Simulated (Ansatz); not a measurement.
# F2GeH4OSi: ladder of methods at one geometry from a Python script

How do the methods compare on F2GeH4OSi, in result and in cost? A script is to give a ladder of methods at one geometry; the system is F2GeH4OSi. SMILES: [OH][Ge]([F])([F])[SiH3].

All numbers are computed with Ansatz 0.2.0, driven from Python. The levels of theory stand in the script.

**1. The structure**

Bond lengths: O1–Ge2 1.748 Å, Ge2–F3 1.771 Å, Ge2–F4 1.819 Å, Ge2–Si5 2.302 Å, O1–H6 0.984 Å, Si5–H7 1.460 Å, Si5–H8 1.443 Å, Si5–H9 1.534 Å. Angles: O1–Ge2–F3 109.9°, O1–Ge2–F4 106.7°, O1–Ge2–Si5 110.7°, F3–Ge2–F4 110.0°, F3–Ge2–Si5 108.5°, F4–Ge2–Si5 111.0°, Ge2–O1–H6 109.0°, Ge2–Si5–H7 109.4°, Ge2–Si5–H8 108.5°, Ge2–Si5–H9 109.0°, H7–Si5–H8 112.2°, H7–Si5–H9 109.0°, H8–Si5–H9 108.7°.

No structure file is read: the coordinates are typed or built in the script.

**2. The code**

Contents of run_methods.py:

```python
# -*- coding: utf-8 -*-
"""One geometry of F2GeH4OSi, method by method."""

from pathlib import Path
import warnings

import ansatz as az
from ase import Atoms
import numpy as np

BASIS = "def2-SVP"


def main():
    warnings.simplefilter("ignore", az.DeckWarning)

    atoms = Atoms(["O", "Ge", "F", "F", "Si", "H", "H", "H", "H"], positions=[
        [0.7215, 1.9149, -0.4791],
        [0.7208, 0.1768, -0.6603],
        [0.5053, -0.2522, -2.3646],
        [2.3385, -0.4109, -0.0707],
        [-0.9923, -0.7689, 0.5523],
        [0.7967, 2.1376, 0.4769],
        [-0.9226, -2.2228, 0.4364],
        [-2.2446, -0.2426, 0.0645],
        [-0.8347, -0.3782, 2.0275],
    ])
    f2geh4osi = az.Crystal.molecule_from_ase(atoms)

    model = f2geh4osi.calculation().basis(gaussian=BASIS)

    print("functional    E (Ha)        dipole (D)   HOMO (eV)  LUMO (eV)")
    for name in ["hf", "lda", "blyp", "cam_b3lyp", "revpbe"]:
        data = model.functional(name).forces().orbitals().run(runs_dir="runs").report
        lines = Path(data["orbitals_path"]).read_text().splitlines()
        field_of = lambda key: [line.split("=")[1].strip() for line in lines if line.startswith(key)]
        orbitals = [(27.211386 * float(e), s, float(n)) for e, s, n in zip(field_of("Ene="), field_of("Spin="), field_of("Occup="))]
        homo = max(e for e, _, n in orbitals if n > 0.5)
        lumo = min(e for e, _, n in orbitals if n < 0.5)
        dipole = 4.803205 * np.linalg.norm(data["charge_distribution"]["dipole_moment_e_ang"])
        print(f"{name:10s} {data['free_energy_ev'] / 27.211386246:14.6f} {dipole:9.3f} {homo:11.3f} {lumo:10.3f}")


if __name__ == "__main__":
    main()
```

**3. Running it**

Launch:

```
$ python run_methods.py
```

What it wrote:

```text
functional    E (Ha)        dipole (D)   HOMO (eV)  LUMO (eV)
hf           -2639.876759     3.973     -12.438      2.863
lda          -2637.175915     3.541      -7.572     -1.792
blyp         -2643.344749     3.349      -7.256     -1.403
cam_b3lyp    -2643.381308     3.656     -10.269      0.552
revpbe       -2643.013583     3.302      -7.374     -1.413
```

Wall time 22 s (1 thread of Arm Neoverse V1, shared host); peak memory 0.37 GiB.

**4. Run by run**

The 5 runs, in the order started:

```tsv
run	functional	energy (eV)	SCF cycles	CPU time (s)
1	hf	-71834.7061	13	3.1
2	lda	-71761.2124	18	2.6
3	blyp	-71929.0749	18	4.4
4	cam_b3lyp	-71930.0698	17	7.3
5	revpbe	-71920.0635	18	4.1
```

Totals under unlike functionals or potentials can't be compared directly.

The fields below are those of run 1.

**5. The molecule's orbitals and density**

Orbitals, density, ELF and potential are computed afterwards from the orbital file.

Frontier orbitals at Hartree-Fock/def2-SVP, with the share of their density that lies nearest to each atom:

```tsv
orbital	energy (eV)	lies on
HOMO	-12.44	Ge2 26 %; Si5 25 %; O1 17 %
LUMO	2.86	Si5 19 %; Ge2 18 %; H9 17 %
```

ELF in a plane through or near 3 of the atoms.

Ten even steps from '0' (0.00) to '9' (1.00):
```
0000000000000000000000000000
0000000000000000000000000000
0000000000000000000000000000
0000000000000000000000000000
0000000366520000234320000000
0000001688850001577752000000
0000012799860002788862100000
0000134788640012688762000000
0000356777632354111331000000
0000246775212496377111000000
0000001221576298166266420000
0000000001565289324999851000
0000000001111156359999972000
0000000012321111148999971000
0000000013442100013787520000
0000000012332000000221000000
0000000000110000000000000000
0000000000000000000000000000
0000000000000000000000000000
0000000000000000000000000000
```
The map spans 9.5 Å across and 9.0 Å up, centred on the molecule. Atoms in the plane (x, y in Å): Ge2 (-0.9, -0.5), Si5 (1.4, 0.1), H6 (-1.6, 1.6).

On the surface of density 0.002 e/bohr³ the electrostatic potential runs, from the 1st to the 99th percentile, from -1.48 V near F4 to 3.07 V near H6.

**6. Summary of results**

| quantity | value |
| --- | --- |
| runs compared | 5 |
| HOMO-LUMO gap of the mean field (Hartree-Fock/def2-SVP) | 15.30 eV |

All 5 runs converged, in 13 to 18 cycles. Notes:
- The geometry is a force-field or estimated start, not a minimum of this method, and the basis set is short of its limit. A lower total doesn't mark the better method: functionals have no common bound, and MP2 and coupled cluster aren't variational.
- Levels such as HOMO and LUMO are orbital energies: with these approximate functionals they aren't the ionisation energy and electron affinity, and their gap isn't the fundamental gap.
